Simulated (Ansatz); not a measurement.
# Strontium, diamond under BLYP: ground state and equation of state

What does BLYP give for strontium in the diamond structure? We solve it on a dense k-mesh, then scale the cell to 7 volumes from 88 to 112 % of the relaxed one and try a fit of the equation of state. Spin polarisation is left out. The k-meshes are 9×9×9 for the dense run; 6×6×6 for the volumes.

This is Sr in the diamond structure; at room conditions it is fcc.

Method: DFT BLYP, plane waves (420 eV) with PAW, scalar-relativistic; PBE-made PAW files, in Ansatz 0.2.0.

1 further run of the same task is left out (for a known fault of the program).

### Step 1. The system as given

It takes space group Fd-3m (No. 227, cubic). The conventional cell has a = 10.083 Å, b = 10.083 Å, c = 10.083 Å, α = 90.00°, β = 90.00°, γ = 90.00°. Sr (site symmetry -43m) has 4 Sr at 4.37 Å as nearest neighbours.

Structure file:

```cif
data_structure
_symmetry_space_group_name_H-M 'Fd-3m:1'
_symmetry_Int_Tables_number 227
_cell_length_a 10.0833
_cell_length_b 10.0833
_cell_length_c 10.0833
_cell_angle_alpha 90.000
_cell_angle_beta 90.000
_cell_angle_gamma 90.000
_cell_volume 1025.20
loop_
_atom_site_label
_atom_site_type_symbol
_atom_site_symmetry_multiplicity
_atom_site_Wyckoff_symbol
_atom_site_fract_x
_atom_site_fract_y
_atom_site_fract_z
_atom_site_occupancy
Sr1 Sr 8 b 0.75000 0.75000 0.75000 1
```

### Step 2. The energy on a finer k-mesh

File input.yaml:

```yaml
crystal:
  lattice:
    - [0.0, 5.0416564341, 5.0416564341]
    - [5.0416564341, 0.0, 5.0416564341]
    - [5.0416564341, 5.0416564341, 0.0]
  atoms:
    - { symbol: Sr, position: [0.125, 0.125, 0.125] }
    - { symbol: Sr, position: [0.875, 0.875, 0.875] }
hamiltonian:
  xc: blyp
  pseudopotentials:
    kind: paw
    azcp:
      Sr: "pseudopotentials/Sr.paw.azcp"
basis:
  ecutwfc: 420
  fft_grid_basis: typed
kpoints:
  mp_grid: { grid: [9, 9, 9], shift: [0, 0, 0] }
magnetization:
  spin_polarized: false
scf:
  occupations: { method: fermi_dirac, width: 0.1 }
```

### Step 3. At 88 % of the relaxed volume

File input.yaml:

```yaml
crystal:
  lattice:
    - [0.0, 4.8313385502, 4.8313385502]
    - [4.8313385502, 0.0, 4.8313385502]
    - [4.8313385502, 4.8313385502, 0.0]
  atoms:
    - { symbol: Sr, position: [0.125, 0.125, 0.125] }
    - { symbol: Sr, position: [0.875, 0.875, 0.875] }
hamiltonian:
  xc: blyp
  pseudopotentials:
    kind: paw
    azcp:
      Sr: "pseudopotentials/Sr.paw.azcp"
basis:
  ecutwfc: 420
  fft_grid_basis: typed
kpoints:
  mp_grid: { grid: [6, 6, 6], shift: [0, 0, 0] }
magnetization:
  spin_polarized: false
scf:
  occupations: { method: fermi_dirac, width: 0.1 }
  lower_state_search: "off"
output:
  stress: true
```

### Step 4. At 92 % of the relaxed volume

input.yaml: that of step 3 with these lines changed.

```diff
@@ -2,5 +2,5 @@
   lattice:
-    - [0.0, 4.8313385502, 4.8313385502]
-    - [4.8313385502, 0.0, 4.8313385502]
-    - [4.8313385502, 4.8313385502, 0.0]
+    - [0.0, 4.9034587134, 4.9034587134]
+    - [4.9034587134, 0.0, 4.9034587134]
+    - [4.9034587134, 4.9034587134, 0.0]
   atoms:
@@ -26 +26,5 @@
   stress: true
+  write_density: true
+  write_potential: true
+  elf: true
+  volumetric_format: npy
```

### Step 5. At 96 % of the relaxed volume

input.yaml: that of step 4 with these lines changed.

```diff
@@ -2,5 +2,5 @@
   lattice:
-    - [0.0, 4.9034587134, 4.9034587134]
-    - [4.9034587134, 0.0, 4.9034587134]
-    - [4.9034587134, 4.9034587134, 0.0]
+    - [0.0, 4.973517589, 4.973517589]
+    - [4.973517589, 0.0, 4.973517589]
+    - [4.973517589, 4.973517589, 0.0]
   atoms:
@@ -26,5 +26 @@
   stress: true
-  write_density: true
-  write_potential: true
-  elf: true
-  volumetric_format: npy
```

### Step 6. At 100 % of the relaxed volume

input.yaml: that of step 5 with these lines changed.

```diff
@@ -2,5 +2,5 @@
   lattice:
-    - [0.0, 4.973517589, 4.973517589]
-    - [4.973517589, 0.0, 4.973517589]
-    - [4.973517589, 4.973517589, 0.0]
+    - [0.0, 5.0416564341, 5.0416564341]
+    - [5.0416564341, 0.0, 5.0416564341]
+    - [5.0416564341, 5.0416564341, 0.0]
   atoms:
```

### Step 7. At 104 % of the relaxed volume

input.yaml: that of step 6 with these lines changed.

```diff
@@ -2,5 +2,5 @@
   lattice:
-    - [0.0, 5.0416564341, 5.0416564341]
-    - [5.0416564341, 0.0, 5.0416564341]
-    - [5.0416564341, 5.0416564341, 0.0]
+    - [0.0, 5.108001627, 5.108001627]
+    - [5.108001627, 0.0, 5.108001627]
+    - [5.108001627, 5.108001627, 0.0]
   atoms:
```

### Step 8. At 108 % of the relaxed volume

input.yaml: that of step 7 with these lines changed.

```diff
@@ -2,5 +2,5 @@
   lattice:
-    - [0.0, 5.108001627, 5.108001627]
-    - [5.108001627, 0.0, 5.108001627]
-    - [5.108001627, 5.108001627, 0.0]
+    - [0.0, 5.1726667402, 5.1726667402]
+    - [5.1726667402, 0.0, 5.1726667402]
+    - [5.1726667402, 5.1726667402, 0.0]
   atoms:
@@ -26 +26,5 @@
   stress: true
+  write_density: true
+  write_potential: true
+  elf: true
+  volumetric_format: npy
```

### Step 9. At 112 % of the relaxed volume

input.yaml: that of step 8 with these lines changed.

```diff
@@ -2,5 +2,5 @@
   lattice:
-    - [0.0, 5.1726667402, 5.1726667402]
-    - [5.1726667402, 0.0, 5.1726667402]
-    - [5.1726667402, 5.1726667402, 0.0]
+    - [0.0, 5.2357542595, 5.2357542595]
+    - [5.2357542595, 0.0, 5.2357542595]
+    - [5.2357542595, 5.2357542595, 0.0]
   atoms:
@@ -26,5 +26 @@
   stress: true
-  write_density: true
-  write_potential: true
-  elf: true
-  volumetric_format: npy
```

(Steps that only read results are left out.)

Q: Predict the outcome of this session. Wanted: space group; conventional cell; volume; shortest distance; gap on the mesh; relative to fcc; V₀, B₀, B₀′.

**Answer**, as computed:

```
                      quantity                          value
space group (spins left aside)                Fd-3m (No. 227)
             conventional cell                   a = 10.083 Å
                        volume                128.150 Å³/atom
             shortest distance                        4.366 Å
               gap on the mesh   none (levels filled in part)
               relative to fcc                  +617 meV/atom
                   V₀, B₀, B₀′  133.024 Å³/atom, 2.0 GPa, 3.5
```

Against the reference form of strontium (fcc, computed apart with the same settings) it stands 617 meV/atom higher. Levels at the Fermi energy are filled in part, as in a metal. B₀ comes out at 2.0 GPa, a soft solid.
